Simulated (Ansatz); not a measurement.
# Hf2Sb3: the cost of one run

Method: DFT PBE, scalar-relativistic, plane waves, PAW, in Ansatz 0.2.0.

2 further runs of the same task are left out: 1 that didn't finish, 1 set aside as unsound or not needed.

## Step 1: The starting structure

The structure is cubic, space group Pm-3m (No. 221). Conventional cell: a = 4.990 Å, b = 4.990 Å, c = 4.990 Å, α = 90.00°, β = 90.00°, γ = 90.00°. Hf (site symmetry m-3m) has 12 Sb at 3.53 Å as nearest neighbours. Around Hf (site symmetry m-3m) lie 6 Sb at 2.50 Å. Sb (site symmetry 4/mmm) has 2 Hf at 2.50 Å as nearest neighbours.

As a file:

```xyz
5
Lattice="4.9901 0.0000 0.0000 0.0000 4.9901 0.0000 0.0000 0.0000 4.9901" Properties=species:S:1:pos:R:3 pbc="T T T"
Hf    2.4950    2.4950    2.4950
Hf    0.0000    0.0000    0.0000
Sb    2.4950    0.0000    0.0000
Sb    0.0000    2.4950    0.0000
Sb    0.0000    0.0000    2.4950
```

A structure generator made this guess: random cell by space group and Wyckoff sites (Pm-3m, No. 221). Its size is a rough estimate.

## Step 2: Probe: one point on a coarse mesh

File input.yaml:

```yaml
crystal:
  lattice:
    - [4.99009498, 0.0, 0.0]
    - [0.0, 4.99009498, 0.0]
    - [0.0, 0.0, 4.99009498]
  atoms:
    - { symbol: Hf, position: [0.5, 0.5, 0.5] }
    - { symbol: Hf, position: [0.0, 0.0, 0.0] }
    - { symbol: Sb, position: [0.5, 0.0, 0.0] }
    - { symbol: Sb, position: [0.0, 0.5, 0.0] }
    - { symbol: Sb, position: [0.0, 0.0, 0.5] }
basis:
  ecutwfc: 420
kpoints:
  mp_grid: { grid: [4, 4, 4] }
hamiltonian:
  xc: pbe
scf:
  occupations: { method: gaussian, width: 0.1 }
  lower_state_search: "off"
output:
  forces: true
  stress: true
  eigenvalues: true
```

The run is started by

```
$ ansatz run input.yaml --threads 1 --pin off --max-ram 2048MiB --backend cpu --events-out ev --progress --plain --runs-dir out
```

Q: Estimate wall time and peak memory on 1 thread of Arm Neoverse V1, shared host.

About 6.1 s, with a peak of 0.4 GiB.
